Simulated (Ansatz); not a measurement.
# AuCl: the cost of one run

Computed with Ansatz 0.2.0 (the levels named in each step, unless a step's input says otherwise).

**1. The system as given**

Bond lengths: Cl1–Au2 2.236 Å.

Coordinates:

```xyz
2

Cl    0.0000    0.0000    0.0000
Au    0.0000    0.0000    2.2362
```

**2. A rough first relaxation, PBE-D4/def2-SVP**

This run stands in another session on the same molecule. It ended at:

```xyz
2

Cl    0.0000    0.0000   -0.0112
Au    0.0000    0.0000    2.2474
```

**3. Relaxation, HF/def2-SVP**

Contents of input.yaml:

```yaml
crystal:
  periodic: [false, false, false]
  atoms:
    - { symbol: Cl, position_ang: [0.0, 0.0, -0.0112289] }
    - { symbol: Au, position_ang: [0.0, 0.0, 2.2474289] }
basis:
  gaussian: { orbitals: def2-SVP }
hamiltonian:
  xc: hf
relax:
  f_tol: 0.002
  max_steps: 150
```

Run with:

```sh
> ansatz run input.yaml --threads 1 --pin off --max-ram 2560MiB --backend cpu --events-out ev --progress --plain --runs-dir out
```

What time and memory should one allow on 1 thread of Intel Xeon at 2.50GHz (Skylake/Cascade Lake), shared host?

About 7.1 s, with a peak of 0.1 GiB.
